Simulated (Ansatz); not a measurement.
HfZn, space group Pm-3m: an equation of state with a fit, run with Ansatz 0.2.0, Python API.

`eos_hfzn.py`
```python
# -*- coding: utf-8 -*-
import warnings

import ansatz as az
import numpy as np

VECTORS = np.array([
    [3.27510484, 0.0, 0.0],
    [0.0, 3.27510484, 0.0],
    [0.0, 0.0, 3.27510484],
])
SITES = [
    ("Hf", (0.5, 0.5, 0.5)),
    ("Zn", (0.0, 0.0, 0.0)),
]


def build(cell):
    crystal = az.Crystal(lattice=az.Lattice.of(cell))
    for symbol, position in SITES:
        crystal = crystal.atom(symbol, position)
    return crystal


def main():
    warnings.simplefilter("ignore", az.DeckWarning)

    volumes, energies, pressures = [], [], []
    for scale in np.linspace(0.88, 1.12, 7):
        cell = VECTORS * scale ** (1 / 3)
        job = (
            build(cell).calculation()
            .functional("r2scan")
            .basis(650)
            .occupations(az.OccupationsMethod.GAUSSIAN, width=0.15)
            .kpoints(7, 7, 7)
            .stress()
        )
        summary = job.run(threads=1).report
        volumes.append(abs(np.linalg.det(cell)) / len(SITES))
        energies.append(summary["free_energy_ev"] / len(SITES))
        pressures.append(np.trace(summary["stress_gpa"]) / 3)
        print(f"V = {volumes[-1]:8.4f} A^3/atom  F = {energies[-1]:.5f} eV/atom  P = {pressures[-1]:8.3f} GPa")

    x = np.array(volumes) ** (-2 / 3)
    poly = np.polynomial.Polynomial.fit(x, energies, 3).convert()
    roots = poly.deriv().roots()
    x0 = min((r.real for r in roots if abs(r.imag) < 1e-9 and poly.deriv(2)(r.real) > 0), key=lambda r: abs(r - x.mean()))
    v0 = x0 ** -1.5
    b0 = 4 / 9 * poly.deriv(2)(x0) * v0 ** (-7 / 3) * 160.21766
    b1 = 4 + 2 / 3 * x0 * poly.deriv(3)(x0) / poly.deriv(2)(x0)
    print(f"V0 = {v0:.4f} A^3/atom, B0 = {b0:.1f} GPa, dB/dP = {b1:.2f}")


if __name__ == "__main__":
    main()
```

Its results, one of them left out:

| V (Å³/atom) | F less the lowest row shown (meV/atom) |
| --- | --- |
| 15.457 | 129.12 |
| 16.160 | 54.25 |
| 16.862 | 13.37 |
| 17.565 | 0.00 |
| 18.267 | ? |
| 18.970 | 35.97 |
| 19.673 | 77.66 |

What is the missing energy at 18.267 Å³ an atom?

A third-order Birch-Murnaghan fit, E = E0 + (9 V0 B0 / 16) [(t - 1)³ B' + (t - 1)² (6 - 4t)] with t = (V0/V)^(2/3), through the 6 rows shown gives V0 = 17.611 Å³, B0 = 125.2 GPa, B' = 4.24 and E0 = -0.03 meV. At V = 18.267 Å³, t = 0.97589, and the fit interpolates to 8.94 meV. The run gave 8.94 meV, a miss of 0.00 meV.

Notes:
- No spin polarisation was allowed.
- Pressure is positive in compression.
- Spin-orbit coupling, which matters for elements this heavy, is left out.
- The structure comes from a database of computed cells and needn't be a stable or known phase.
- Cost: of the order of 17 core-seconds.

(A comment or docstring line of the script was reworded after the run, the code is as it ran.)
